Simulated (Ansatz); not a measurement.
# C₂H₆ClNSi: one species, many methods

An exercise on one series of results from a longer session: the logs are not shown, and one member is left open.

Program: Ansatz 0.2.0, Gaussian basis. Level of theory: functionals in def2-TZVPP, the program's frozen cores in correlated methods. These are calculated values, not measurements.

Levels to be run: LDA (SPW92), PBE-D4, revPBE-D4, BLYP-D4, r2SCAN-D4, B97M-V, PBE0-D4, B3LYP-D4, r2SCANh-D4, r2SCAN0-D4, HSE06-D4, BHLYP-D4, CAM-B3LYP-D4, LC-ωPBE, ωB97X-V, ωB97M-V, B2PLYP, PBE-QIDH; CCSD(T)/def2-SVP; CCSD(T)/def2-TZVPP; MP2/def2-QZVPP; extrapolation to the limit; RPA on PBE.

## Structure used throughout

All runs share one geometry, relaxed beforehand with PBE0-D4 in a triple-zeta def2 set.

SMILES `C/C(Cl)=N\[SiH3]`, 11 atoms, charge 0, spin multiplicity 1.

Atoms are counted from 1 here; the program's logs count them from 0.

Bond lengths: C1–C2 1.492 Å, C1–H6 1.090 Å, C1–H7 1.092 Å, C1–H8 1.092 Å, C2–Cl3 1.781 Å, C2–N4 1.237 Å, N4–Si5 1.726 Å, Si5–H9 1.482 Å, Si5–H10 1.493 Å, Si5–H11 1.482 Å. Angles: C2–C1–H6 110.6°, C2–C1–H7 109.7°, C2–C1–H8 109.7°, H6–C1–H7 109.8°, H6–C1–H8 109.8°, H7–C1–H8 107.2°, C1–C2–Cl3 110.7°, C1–C2–N4 130.8°, Cl3–C2–N4 118.6°, C2–N4–Si5 133.7°, N4–Si5–H9 107.3°, N4–Si5–H10 114.4°, N4–Si5–H11 107.3°, H9–Si5–H10 108.8°, H9–Si5–H11 110.1°, H10–Si5–H11 108.8°.

Set-up of the first run:

Input file in.yaml:

```yaml
crystal:
  periodic: [false, false, false]
  atoms:
    - {symbol: C, position_ang: [-0.681753, -1.065864, 0.962156]}
    - {symbol: C, position_ang: [0.616659, -0.845028, 0.260426]}
    - {symbol: Cl, position_ang: [1.748139, -2.178441, 0.598314]}
    - {symbol: N, position_ang: [0.990177, 0.075937, -0.475836]}
    - {symbol: Si, position_ang: [0.242668, 1.521223, -1.051971]}
    - {symbol: H, position_ang: [-1.372133, -0.247635, 0.758240]}
    - {symbol: H, position_ang: [-1.120944, -2.010177, 0.634448]}
    - {symbol: H, position_ang: [-0.510747, -1.146268, 2.037382]}
    - {symbol: H, position_ang: [1.082567, 2.659701, -0.609795]}
    - {symbol: H, position_ang: [-1.151031, 1.731967, -0.560409]}
    - {symbol: H, position_ang: [0.221798, 1.447785, -2.532353]}
basis:
  gaussian: {orbitals: def2-TZVPP}
hamiltonian: {xc: lda}
output: {orbitals: {seedname: orbitals}}
```

Steps of the session up to this table: LDA; PBE-D4 (GGA); revPBE-D4 (GGA); BLYP-D4 (GGA); r2SCAN-D4 (meta-GGA); B97M-V (meta-GGA); PBE0-D4 (hybrid); B3LYP-D4 (hybrid); r2SCANh-D4 (hybrid); r2SCAN0-D4 (hybrid); HSE06-D4 (hybrid); BHLYP-D4 (hybrid); CAM-B3LYP-D4 (range-separated); LC-ωPBE (range-separated); ωB97X-V (range-separated); ωB97M-V (range-separated); B2PLYP (double hybrid); PBE-QIDH (double hybrid).

One table of the session follows, with a row left open; its other results are not shown here.

It belongs to the step «Frontier levels by functional». 

| functional | HOMO (eV) | gap (eV) |
| --- | --- | --- |
| LDA (SPW92) | -6.40 | 4.26 |
| PBE-D4 | -6.27 | 4.34 |
| revPBE-D4 | -6.21 | 4.37 |
| BLYP-D4 | -6.14 | 4.37 |
| r2SCAN-D4 | -6.56 | 4.83 |
| B97M-V | -6.71 | 5.06 |
| PBE0-D4 | -7.62 | 6.73 |
| B3LYP-D4 | -7.38 | 6.27 |
| r2SCANh-D4 | -7.07 | 5.71 |
| r2SCAN0-D4 | -7.83 | 7.04 |
| HSE06-D4 | -7.22 | 5.94 |
| BHLYP-D4 | -8.89 | 9.20 |
| CAM-B3LYP-D4 | -8.97 | 9.28 |
| LC-ωPBE | ? | ? |
| ωB97X-V | -9.97 | 11.35 |
| ωB97M-V | -9.87 | 11.16 |

Q: Estimate the row for LC-ωPBE from the others.

The run gave: HOMO (eV): -10.30; gap (eV): 11.74. In the column «HOMO (eV)» it is the lowest.
